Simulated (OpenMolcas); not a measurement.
# C2HCl2Si (SMILES C#C[Si](Cl)Cl) at 6 levels

Wanted: a comparison of 6 runs (UHF/3-21G, U-revPBE/cc-pVDZ, UPBE/cc-pVDZ, UPBE0/cc-pVDZ, USVWN5/cc-pVDZ, ROMP2/cc-pVDZ) of C2HCl2Si. 

Program for the calculation: OpenMolcas 26.06.

## (1) The system as given

The species is C2HCl2Si (6 atoms), meant as a doublet with charge 0. SMILES: `C#C[Si](Cl)Cl`. Geometry: relaxed at PBE0-D4/def2-TZVP.

Bond lengths: C1–C2 1.208 Å, C2–Si3 1.804 Å, Si3–Cl4 2.043 Å, Si3–Cl5 2.043 Å, C1–H6 1.066 Å. Angles: C1–C2–Si3 172.9°, C2–Si3–Cl4 109.7°, C2–Si3–Cl5 109.7°, Cl4–Si3–Cl5 110.2°, C2–C1–H6 179.0°.

## (2) Energy and forces at UHF/3-21G (run 1)

job.input

```
* C2HCl2Si Hartree-Fock
>>> EXPORT MOLCAS_PRINT=2
&GATEWAY
BASLIB=$CurrDir
COORD
6
bohr
C      2.50294225     0.91368258     2.10043059
C      0.98549217     0.18027987     0.56162660
Si    -0.95317786    -1.10322211    -1.93092215
Cl    -3.61693580    -3.45933264    -0.42726708
Cl    -2.65695493     1.77067338    -3.86694657
H      3.81800266     1.57697645     3.47596223
BASIS=3-21G
GROUP=NoSym
&SEWARD
&SCF
UHF
SPIN=2
THRESHOLDS=1e-10 1e-07 1e-07 1e-05
PRORBITALS=1
&ALASKA
```

The basis set 3-21G is read from a file made from the Basis Set Exchange's data (not shown).

Command:

```
$ export MOLCAS_MEM=1860
$ pymolcas job.input > job.log
```

What it wrote:

```text
--- Start Module: gateway ---
[...]
--- Stop Module: gateway /rc=_RC_ALL_IS_WELL_ ---
[...]
      Basis functions           59
[...]
--- Start Module: scf ---
[...]
       Convergence after  24 Iterations
[...]
::    Total SCF energy                              -1277.8849548853
[...]
      Total spin, S                                     0.5410479847
[...]
      Total electronic charge=   61.000000
      Total            charge=   -0.000000
[...]
      Dipole Moment (debye):
      Origin of the operator (angstrom)=   -0.8625   -0.3237   -0.7264
                   X=  3.5980E+00               Y=  9.3118E-02               Z=  1.1474E+00           Total=  3.7776E+00
      Quadrupole Moment (debye*angstrom):
[...]
--- Stop Module: scf /rc=_RC_ALL_IS_WELL_ ---
[...]
--- Start Module: alaska ---
[...]
 *              Molecular gradients               *
 **************************************************
  Irreducible representation: a
 ------------------------------------------------------------------------------------------
                              X                       Y                       Z
 ------------------------------------------------------------------------------------------
  C1                5.79980804283053E-03   -6.74892663310445E-05    1.52824487187786E-03
  C2               -2.23972555519136E-02   -7.81987696707676E-03   -1.81512489759612E-02
  SI3              -4.23359739340263E-02    9.33737103809928E-03    2.49477384818242E-03
  CL4               3.20329699386708E-02    2.95649839002508E-02   -1.79636064190856E-02
  CL5               2.01649180647543E-02   -3.48430941284192E-02    2.43953945190949E-02
  H6                6.73553343965461E-03    3.82810542343814E-03    7.69644215594489E-03
 ------------------------------------------------------------------------------------------
--- Stop Module: alaska /rc=_RC_ALL_IS_WELL_ ---
[...]
```

Wall time 3 s (1 thread of Intel Xeon 6975P-C (Granite Rapids), shared host); peak memory 0.39 GiB.

## (3) Energy and gradient at U-revPBE/cc-pVDZ (run 2)

run.inp

```
* C2HCl2Si Kohn-Sham DFT
>>> EXPORT MOLCAS_PRINT=2
&gateway
baslib = $CurrDir
basisset
C.cc-pVDZ....
C1 1.324500 0.483500 1.111500 angstrom
C2 0.521500 0.095400 0.297200 angstrom
End of Basis
basisset
Si.cc-pVDZ....
Si3 -0.504400 -0.583800 -1.021800 angstrom
End of Basis
basisset
Cl.cc-pVDZ....
Cl4 -1.914000 -1.830600 -0.226100 angstrom
Cl5 -1.406000 0.937000 -2.046300 angstrom
End of Basis
basisset
H.cc-pVDZ....
H6 2.020400 0.834500 1.839400 angstrom
End of Basis
&seward
gridinput
Grid=UltraFine
End of Grid
&scf
uhf
spin = 2
ksdft = revPBE
thresholds = 1e-10 1e-07 1e-07 1e-05
prorbitals = 0
&alaska
```

The basis set cc-pVDZ is read from a file made from the Basis Set Exchange's data (not shown).

Command:

```
$ export MOLCAS_MEM=1860
$ pymolcas run.inp > run.log
```

What it wrote:

```text
--- Start Module: gateway ---
[...]
--- Stop Module: gateway /rc=_RC_ALL_IS_WELL_ ---
[...]
      Basis functions           87
[...]
--- Start Module: scf ---
[...]
       Convergence after  19 Iterations
[...]
::    Total KS-DFT energy                           -1286.4564471663
[...]
      Total spin, S                                     0.5011823741
[...]
      Total electronic charge=   61.000000
      Total            charge=   -0.000000
[...]
      Dipole Moment (debye):
      Origin of the operator (angstrom)=   -0.8625   -0.3237   -0.7264
                   X=  1.5216E+00               Y=  2.8746E-01               Z=  8.6331E-01           Total=  1.7729E+00
      Quadrupole Moment (debye*angstrom):
[...]
--- Stop Module: scf /rc=_RC_ALL_IS_WELL_ ---
[...]
--- Start Module: alaska ---
[...]
 *              Molecular gradients               *
 **************************************************
  Irreducible representation: a
 ------------------------------------------------------------------------------------------
                              X                       Y                       Z
 ------------------------------------------------------------------------------------------
  C1               -2.85379254065710E-02   -1.32169689832766E-02   -2.80600506885431E-02
  C2                2.74984438859749E-02    1.17272314205755E-02    2.55055096773951E-02
  SI3              -1.63417176037708E-02    7.59454908980928E-03    7.08116889522525E-03
  CL4               1.50997220349787E-02    1.37922228312135E-02   -8.27265760326235E-03
  CL5               9.56176009041521E-03   -1.61764770802186E-02    1.14368478750748E-02
  H6               -7.28028300120087E-03   -3.72055727801657E-03   -7.69081815577533E-03
 ------------------------------------------------------------------------------------------
--- Stop Module: alaska /rc=_RC_ALL_IS_WELL_ ---
[...]
```

Wall time 35 s (1 thread of Intel Xeon 6975P-C (Granite Rapids), shared host); peak memory 0.48 GiB.

## (4) Energy and forces at UPBE/cc-pVDZ (run 3)

job.inp

```
>>> EXPORT MOLCAS_PRINT=2

&GATEWAY
 BasLib = $CurrDir
 Coord
 6
 angstrom
 C        1.324500       0.483500       1.111500
 C        0.521500       0.095400       0.297200
 Si      -0.504400      -0.583800      -1.021800
 Cl      -1.914000      -1.830600      -0.226100
 Cl      -1.406000       0.937000      -2.046300
 H        2.020400       0.834500       1.839400
 Basis = cc-pVDZ
 Group = NoSym

&SEWARD
 GridInput
 Grid=UltraFine
 End of Grid

&SCF
 UHF
 Spin = 2
 KSDFT = PBE
 Thresholds = 1e-10 1e-07 1e-07 1e-05
 PrOrbitals = 1

&ALASKA
```

The basis set cc-pVDZ is read from a file made from the Basis Set Exchange's data (not shown).

Command:

```
$ export MOLCAS_MEM=1860
$ pymolcas job.inp > job.log
```

What it wrote:

```text
--- Start Module: gateway ---
[...]
--- Stop Module: gateway /rc=_RC_ALL_IS_WELL_ ---
[...]
      Basis functions           87
[...]
--- Start Module: scf ---
[...]
       Convergence after  20 Iterations
[...]
::    Total KS-DFT energy                           -1286.0808034206
[...]
      Total spin, S                                     0.5010365458
[...]
      Total electronic charge=   61.000000
      Total            charge=   -0.000000
[...]
      Dipole Moment (debye):
      Origin of the operator (angstrom)=   -0.8625   -0.3237   -0.7264
                   X=  1.5021E+00               Y=  2.9852E-01               Z=  8.7467E-01           Total=  1.7637E+00
      Quadrupole Moment (debye*angstrom):
[...]
--- Stop Module: scf /rc=_RC_ALL_IS_WELL_ ---
[...]
--- Start Module: alaska ---
[...]
 *              Molecular gradients               *
 **************************************************
  Irreducible representation: a
 ------------------------------------------------------------------------------------------
                              X                       Y                       Z
 ------------------------------------------------------------------------------------------
  C1               -2.57397641014734E-02   -1.18498774610227E-02   -2.52001093981615E-02
  C2                2.67296784696545E-02    1.13867371045815E-02    2.47728160474847E-02
  SI3              -1.55435117698435E-02    6.48162249975748E-03    5.61127061545719E-03
  CL4               1.33368779901915E-02    1.19260248776278E-02   -7.35231353398902E-03
  CL5               8.49902895528665E-03   -1.42303757997375E-02    9.84993132590617E-03
  H6               -7.28230954368225E-03   -3.71413122130582E-03   -7.68159505659405E-03
 ------------------------------------------------------------------------------------------
--- Stop Module: alaska /rc=_RC_ALL_IS_WELL_ ---
[...]
```

Run time: 37 s. Hardware: 1 thread of Intel Xeon 6975P-C (Granite Rapids), shared host; peak memory 0.48 GiB.

Runs 4 to 5 aren't shown in full; the table further down has their settings and results.

## (5) The energy at ROMP2/cc-pVDZ (run 6)

calc.inp

```
&GATEWAY
BasLib
$CurrDir
Coord
6
angstrom
C        1.324500       0.483500       1.111500
C        0.521500       0.095400       0.297200
Si      -0.504400      -0.583800      -1.021800
Cl      -1.914000      -1.830600      -0.226100
Cl      -1.406000       0.937000      -2.046300
H        2.020400       0.834500       1.839400
Basis
cc-pVDZ
Group
NoSym
&SEWARD
&SCF
UHF
Spin
2
Thresholds
1e-10 1e-07 1e-07 1e-05
PrOrbitals
1
&RASSCF
FileOrb
$Project.UnaOrb
Spin
2
Nactel
1 0 0
Inactive
30
Ras2
1
OutOrbitals
Canonical
OrbListing
Few
&CASPT2
IPEA
0.0
Frozen
17
```

The basis set cc-pVDZ is read from a file made from the Basis Set Exchange's data (not shown).

Command:

```
$ export MOLCAS_MEM=1860
$ pymolcas calc.inp > calc.log
```

What it wrote:

```text
--- Start Module: gateway ---
[...]
--- Stop Module: gateway /rc=_RC_ALL_IS_WELL_ ---
[...]
      Basis functions           87
[...]
       Convergence after  26 Iterations
[...]
::    Total SCF energy                              -1284.2724494849
[...]
      Total spin, S                                     0.5252821035
[...]
--- Start Module: rasscf ---
[...]
      Number of active orbitals                  1
[...]
      Spin quantum number                      0.5
[...]
      Active orbitals                            1
[...]
      Number of CSFs                             1
[...]
      Number of root(s) required                 1
[...]
      Convergence after  9 iterations
[...]
      printout of CI-coefficients larger than  0.05 for root  1
      energy=   -1284.270399
      conf/sym  1     Coeff  Weight
             1  u   1.00000 1.00000
      Natural orbitals and occupation numbers for root  1
      sym 1:   1.000000
      ************************************************************************************************************************
      *                                                    Final results                                                     *
[...]
::    RASSCF root number  1 Total energy:  -1284.27039919
[...]
      Total electronic charge=   61.000000
      Total            charge=   -0.000000
[...]
      Dipole Moment (debye):
      Origin of the operator (angstrom)=   -0.8625   -0.3237   -0.7264
                   X=  2.1888E+00               Y=  1.9964E-01               Z=  9.1625E-01           Total=  2.3812E+00
      Quadrupole Moment (debye*angstrom):
[...]
--- Stop Module: rasscf /rc=_RC_ALL_IS_WELL_ ---
[...]
--- Start Module: caspt2 ---
[...]
 ###    WARNING: User changed nr of frozen orbitals.                         ###
 ###############################################################################
[...]
      E2 (Variational):          -0.5898664440
      Total energy:           -1284.8602656370
[...]
      Reference weight:           0.80147
[...]
::    CASPT2 Root  1     Total energy:  -1284.86026564
[...]
--- Stop Module: caspt2 /rc=_RC_ALL_IS_WELL_ ---
[...]
```

It took 13 s on 1 thread of Intel Xeon 6975P-C (Granite Rapids), shared host; peak memory 0.48 GiB.

## (6) The series

| run | level | integration grid | task | energy (Eh) | dipole moment (D) | HOMO energy (eV) | LUMO energy (eV) | wall time |
| --- | --- | --- | --- | --- | --- | --- | --- | --- |
| 1 | UHF/3-21G | – | gradient | -1277.884955 | 3.78 | -9.98 | -0.02 | 3 s |
| 2 | U-revPBE/cc-pVDZ | UltraFine | gradient | -1286.456447 | 1.77 | -5.41 | -3.81 | 35 s |
| 3 | UPBE/cc-pVDZ | UltraFine | gradient | -1286.080803 | 1.76 | -5.42 | -3.94 | 37 s |
| 4 | UPBE0/cc-pVDZ | UltraFine | gradient | -1286.189431 | 1.97 | -6.64 | -3.12 | 37 s |
| 5 | USVWN5/cc-pVDZ | UltraFine | gradient | -1281.871683 | 1.75 | -5.40 | -4.33 | 22 s |
| 6 | ROMP2/cc-pVDZ | – | energy | -1284.860266 | – | – | – | 13 s |

## (7) What came out

| quantity | value |
| --- | --- |
| run 6: total energy | -1284.86027 Eh |

What this shows: Over runs 1, 2, 3, 4, 5 the dipole moment (its size) runs from 1.75 D (USVWN5/cc-pVDZ) to 3.78 D (UHF/3-21G). The two ends differ in method and basis. Totals of different functionals can't be ranked against each other. All runs together took 2.4 min, the longest 37 s.
